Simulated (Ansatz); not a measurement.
**WH₄ (quintet): the correlation ladder, def2-SVP**

The task here is to estimate one member of a computed series from the others.

Method: def2-SVP, core rule «outside noble gas», up to 4 orbitals frozen; program: Ansatz 0.2.0, Gaussian basis.

Plan: UHF; CCSD(T) on ROHF; CCSD(T) on UHF; CISD; CCSDT(Q) on ROHF; CCSDT(Q) on UHF; CASSCF and MRCISD+Q, 10 electrons in 10 orbitals; CASSCF and NEVPT2, 10 electrons in 10 orbitals.

16 further runs of the same task are left out: 5 that didn't finish, 11 set aside as unsound or not needed.

## What is computed

The geometry is a PBE0/def2-TZVP stationary point (not a proven minimum) of the parent state, kept for this charge and spin. No spin-orbit coupling is included. Elements past krypton take def2 core potentials.

5 atoms, charge 0, spin multiplicity 5.

Atoms are counted from 1 here; the program's logs count them from 0.

Bond lengths: W1–H2 1.704 Å, W1–H3 1.704 Å, W1–H4 1.704 Å, W1–H5 1.704 Å. Angles: H2–W1–H3 109.5°, H2–W1–H4 109.5°, H2–W1–H5 109.5°, H3–W1–H4 109.5°, H3–W1–H5 109.5°, H4–W1–H5 109.5°.

The first run:

in.yaml reads:

```yaml
crystal:
  periodic: [false, false, false]
  atoms:
    - {symbol: W, position_ang: [0.000000, 0.000000, 0.000000]}
    - {symbol: H, position_ang: [0.982703, 0.985302, 0.983701]}
    - {symbol: H, position_ang: [-0.986103, -0.981502, 0.984097]}
    - {symbol: H, position_ang: [-0.981699, 0.982499, -0.987499]}
    - {symbol: H, position_ang: [0.985099, -0.986299, -0.980299]}
basis:
  gaussian: {orbitals: def2-SVP}
magnetization: {spin_polarized: true, initial_magnetization: 4}
hamiltonian: {xc: hf}
output: {orbitals: {seedname: orbitals}}
```

The run is started by

```bash
$ ansatz run in.yaml --threads 1 --pin off --events-out ev --progress --plain --max-ram 2393MiB
```

Steps of the session up to this table: UHF; CCSD(T) on ROHF; CCSD(T) on UHF; CISD; CCSDT(Q) on ROHF; CCSDT(Q) on UHF; CASSCF and MRCISD+Q, 10 electrons in 10 orbitals; CASSCF and NEVPT2, 10 electrons in 10 orbitals.

One of the session's tables, all rows but one given; the rest of the session is left out.

It belongs to the step «Misses and costs». 

```
          method  from RCCSDT(Q) (kJ/mol)
            ROHF                   +503.1
             UHF                   +480.0
            RMP2                   +107.8
            UMP2                   +100.8
           RCCSD                    +28.3
           UCCSD                    +22.6
        RCCSD(T)                    +12.5
        UCCSD(T)                     +7.1
          RCCSDT                     +3.7
          UCCSDT                     -1.1
       RCCSDT(Q)                        0
       UCCSDT(Q)                        ?
  CASSCF valence                   +346.4
  NEVPT2 valence                    +97.9
  MRCISD valence                    +39.3
MRCISD+Q valence                    +20.3
```

Estimate the missing values for UCCSDT(Q).

**Answer.** from RCCSDT(Q) (kJ/mol): -4.2. In the column «from RCCSDT(Q) (kJ/mol)» it is the lowest.

Not comparable, so not listed: CISD (they don't share determinant, frozen orbitals or solution with the rows shown, or repeat one).

Caveats from the session: Restricted and unrestricted rows rest on different reference determinants; where their highest levels disagree by more than a few hundredths of an eV, they describe different states and don't form one ladder.
